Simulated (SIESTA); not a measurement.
HfIn4SiO6:

```
CELL_PARAMETERS angstrom
5.27743 0.00000 0.00000
-2.63872 4.57039 0.00000
0.00000 0.00000 10.55905
ATOMIC_POSITIONS crystal
Hf 0.66667 0.33333 0.00000
In 0.00000 0.00000 0.30446
In 0.00000 0.00000 0.69554
In 0.33333 0.66667 0.78919
In 0.33333 0.66667 0.21081
Si 0.00000 0.00000 0.00000
O 0.97300 0.70496 0.89972
O 0.29504 0.02700 0.10028
O 0.29504 0.26804 0.89972
O 0.73196 0.70496 0.10028
O 0.73196 0.02700 0.89972
O 0.97300 0.26804 0.10028
```

The cell was built by a generator and needn't be a form met in nature.

Base run:

| Item | Value |
| --- | --- |
| Program | SIESTA 5.4.2 |
| Functional | PBE |
| Potentials or basis | PseudoDojo 0.4 standard (PBE files) |
| Basis | DZP (energy shift 0.003 Ry; two zetas on semicore shells) |
| Grid cutoff | 800 Ry |
| Energy shift | 0.003 Ry |
| k mesh | 6 × 6 × 3 |
| Occupations | fermi-dirac, width 0.05 eV |
| Spin | no spin polarisation |
| Hubbard terms | Hf d U = 6 eV |

Its results: band gap on the k mesh none (metal or under the smearing width); pressure 3.0 GPa; largest force 0.722 eV/Å.

Task: The run is repeated on the same cell with these changes: hubbard terms from Hf d U = 6 eV to none. What comes out?

Result: Band gap on the k mesh none (metal or under the smearing width); pressure 1.2 GPa; largest force 0.176 eV/Å.

Caveats: short orbitals over semicore shells can move pressures by several GPa; the basis of atomic orbitals isn't converged, which shifts pressures, moduli and gaps; U without spin polarisation on a metal has little footing (some runs).
